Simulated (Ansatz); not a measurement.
# ScAl3: the cost of one run

Method: DFT r²SCAN, scalar-relativistic, plane waves, PAW (the target; the first runs use scalar-relativistic PBE), in Ansatz 0.2.0.

## Step 1: The system as given

Symmetry: Pm-3m, No. 221, cubic system. The conventional cell has a = 4.088 Å, b = 4.088 Å, c = 4.088 Å, α = 90.00°, β = 90.00°, γ = 90.00°. Sc (site symmetry m-3m) has 12 Al at 2.89 Å as nearest neighbours. Al (site symmetry 4/mmm) has 4 Sc at 2.89 Å and 8 Al at 2.89 Å as nearest neighbours.

Coordinates:

```cif
data_structure
_symmetry_space_group_name_H-M 'P 1'
_symmetry_Int_Tables_number 1
_cell_length_a 4.0878
_cell_length_b 4.0878
_cell_length_c 4.0878
_cell_angle_alpha 90.000
_cell_angle_beta 90.000
_cell_angle_gamma 90.000
_cell_volume 68.31
loop_
_atom_site_label
_atom_site_type_symbol
_atom_site_fract_x
_atom_site_fract_y
_atom_site_fract_z
_atom_site_occupancy
Sc1 Sc 0.00000 0.00000 0.00000 1
Al1 Al 0.50000 0.00000 0.50000 1
Al2 Al 0.00000 0.50000 0.50000 1
Al3 Al 0.50000 0.50000 0.00000 1
```

## Step 2: At the starting volume (PBE, 6×6×6 mesh)

input.yaml reads:

```yaml
crystal:
  lattice:
    - [4.08780657, 0.0, 0.0]
    - [0.0, 4.08780657, 0.0]
    - [0.0, 0.0, 4.08780657]
  atoms:
    - { symbol: Sc, position: [0.0, 0.0, 0.0] }
    - { symbol: Al, position: [0.5, 0.0, 0.5] }
    - { symbol: Al, position: [0.0, 0.5, 0.5] }
    - { symbol: Al, position: [0.5, 0.5, 0.0] }
basis:
  ecutwfc: 420
  ecutrho_ratio: 4
kpoints:
  mp_grid: { grid: [6, 6, 6] }
hamiltonian:
  xc: pbe
scf:
  occupations: { method: gaussian, width: 0.05 }
output:
  forces: true
  stress: true
  eigenvalues: true
```

Command:

```sh
ansatz run input.yaml --threads 2 --pin off --max-ram 5120MiB --backend cpu --events-out ev --progress --plain --runs-dir out
```

Q: Estimate wall time and peak memory on 2 threads of Intel Xeon at 2.50GHz (Skylake/Cascade Lake), shared host.

About 4.5 s, with a peak of 0.34 GiB.
